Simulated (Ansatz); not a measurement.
Predict the output of the script below (Ansatz 0.2.0 through its Python package).

The script, `agau_restart.py`:
```python
import argparse
import warnings

import ansatz as az
from ase import Atoms

warnings.simplefilter("ignore", az.DeckWarning)

atoms = Atoms(
    ["Ag", "Au"],
    scaled_positions=[
        [0.0, 0.0, 0.5],
        [2 / 3, 1 / 3, 0.0],
    ],
    cell=[
        [2.9351666, 0.0, 0.0],
        [-1.4675833, 2.54192884, 0.0],
        [0.0, 0.0, 4.69690505],
    ],
    pbc=True,
)
agau = az.Crystal.from_ase(atoms)

parser = argparse.ArgumentParser()
parser.add_argument("stage", choices=["scf", "bands"])
stage = parser.parse_args().stage
calc = agau.calculation()
calc = calc.pseudopotentials("paw")
calc = calc.occupations("cold", width=0.1)
calc = calc.kpoints(density=3.4).basis(550)
calc = calc.functional("pbesol").scf(tolerance=1e-07)
if stage == "scf":
    summary = calc.checkpoint(write="agau.run").run(threads=1, pin="off").report
    print(f"F = {summary['free_energy_ev']:.5f} eV after {summary['n_iterations']} iterations, saved")
else:
    points = {"G": (0.0, 0.0, 0.0), "M": (0.5, 0.0, 0.0), "K": (0.33333, 0.33333, 0.0), "A": (0.0, 0.0, 0.5), "L": (0.5, 0.0, 0.5), "H": (0.33333, 0.33333, 0.5)}
    out = calc.checkpoint(read="agau.run", post_process_only=True).band_structure(list(points.values()), intervals=1).run(threads=1, pin="off")
    bands = out.band_structure()
    for label, levels in zip(points, bands.channels[0].eigenvalues_ev - bands.fermi_energy_ev):
        print(f"{label:3s}", " ".join(f"{e:7.3f}" for e in levels if abs(e) < 6))
```

```console
$ python agau_restart.py scf
F = -20529.43613 eV after 5 iterations, saved
```

```console
$ python agau_restart.py bands
G    -4.675  -4.675  -4.637  -4.287  -4.287  -4.070  -4.070  -2.633  -2.633  -0.635   3.352
M    -4.825  -4.334  -4.145  -3.808  -3.030  -2.419  -2.016  -0.115   1.155
K    -5.571  -5.518  -5.053  -4.802  -4.635  -3.821  -2.951  -2.806  -2.682   1.602   3.008   3.060
A    -4.786  -4.786  -4.680  -4.680  -4.643  -4.616  -3.324  -3.324  -2.821  -2.821
L    -5.664  -5.599  -4.034  -3.571  -3.047  -2.970  -2.651  -2.008   0.295   0.482   3.145   4.707
H    -5.805  -5.702  -5.244  -5.206  -4.676  -4.526  -3.931  -3.837  -2.860  -2.523   3.426   3.597   4.278   5.658   5.771
```

What to keep in mind:
- Absolute energies stand on the zero of these potentials, so only differences at equal settings mean something. A total without «per atom» is that of the cell as typed.
- Spin-orbit coupling, which matters for elements this heavy, is left out.
- This cell is a computed structure, which may not be the phase found in nature.
- Levels are Kohn-Sham eigenvalues on this mesh, without spin-orbit coupling.
- The whole script took 6.3 s on 1 thread of Arm Neoverse V2, on a shared host, peak memory 0.4 GiB.

(Lines on the test bed's own set-up are left out of the output.)
